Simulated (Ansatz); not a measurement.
# TaTeSe: the cost of one run

Computed with Ansatz 0.2.0 (DFT PBE, scalar-relativistic, plane waves, PAW, unless a step's input says otherwise).

1 further run of the same task is left out (it didn't finish).

## 1. The starting structure

The structure is trigonal, space group P3m1 (No. 156). The conventional cell has a = 3.555 Å, b = 3.555 Å, c = 18.000 Å, α = 90.00°, β = 90.00°, γ = 120.00°. Ta (site symmetry 3m) is surrounded by 3 Te at 2.54 Å and 3 Se at 2.86 Å. Te (site symmetry 3m) has 3 Ta at 2.54 Å as nearest neighbours. Se (site symmetry 3m) has 3 Ta at 2.86 Å as nearest neighbours.

Structure file:

```cif
data_structure
_symmetry_space_group_name_H-M 'P 1'
_symmetry_Int_Tables_number 1
_cell_length_a 3.5549
_cell_length_b 3.5549
_cell_length_c 18.0000
_cell_angle_alpha 90.000
_cell_angle_beta 90.000
_cell_angle_gamma 120.000
_cell_volume 197.00
loop_
_atom_site_label
_atom_site_type_symbol
_atom_site_fract_x
_atom_site_fract_y
_atom_site_fract_z
_atom_site_occupancy
Ta1 Ta 0.66667 0.33333 0.51386 1
Te1 Te 0.33333 0.66667 0.59678 1
Se1 Se 0.33333 0.66667 0.40322 1
```

A structure generator made this guess: Janus sheet modelled on a layer of TaSe2. Lengths come from tabulated atomic sizes and are only a guess.

Only a and b are periodic; c spans vacuum, so the box's volume, pressure and space group aren't properties of the sheet.

## 2. A first look at the guess

File input.yaml:

```yaml
crystal:
  lattice:
    - [3.55493743, 0.0, 0.0]
    - [-1.7774682, 3.07866568, 0.0]
    - [0.0, 0.0, 18.0]
  atoms:
    - { symbol: Ta, position: [0.66666667, 0.33333333, 0.51385826] }
    - { symbol: Te, position: [0.33333333, 0.66666667, 0.59678042] }
    - { symbol: Se, position: [0.33333333, 0.66666667, 0.40321958] }
  periodic: [true, true, false]
basis:
  ecutwfc: 420
kpoints:
  mp_grid: { grid: [6, 6, 1] }
hamiltonian:
  xc: pbe
scf:
  occupations: { method: gaussian, width: 0.1 }
  lower_state_search: "off"
output:
  forces: true
  stress: true
  eigenvalues: true
```

Started as:

```
$ ansatz run input.yaml --threads 1 --pin off --max-ram 2048MiB --backend cpu --events-out ev --progress --plain --runs-dir out
```

**Question.** How long does this run take on 1 thread of Intel Xeon Platinum 8259CL at 2.50GHz (Skylake/Cascade Lake), shared host, and how much memory does it need?

About 9.5 s, with a peak of 0.54 GiB.
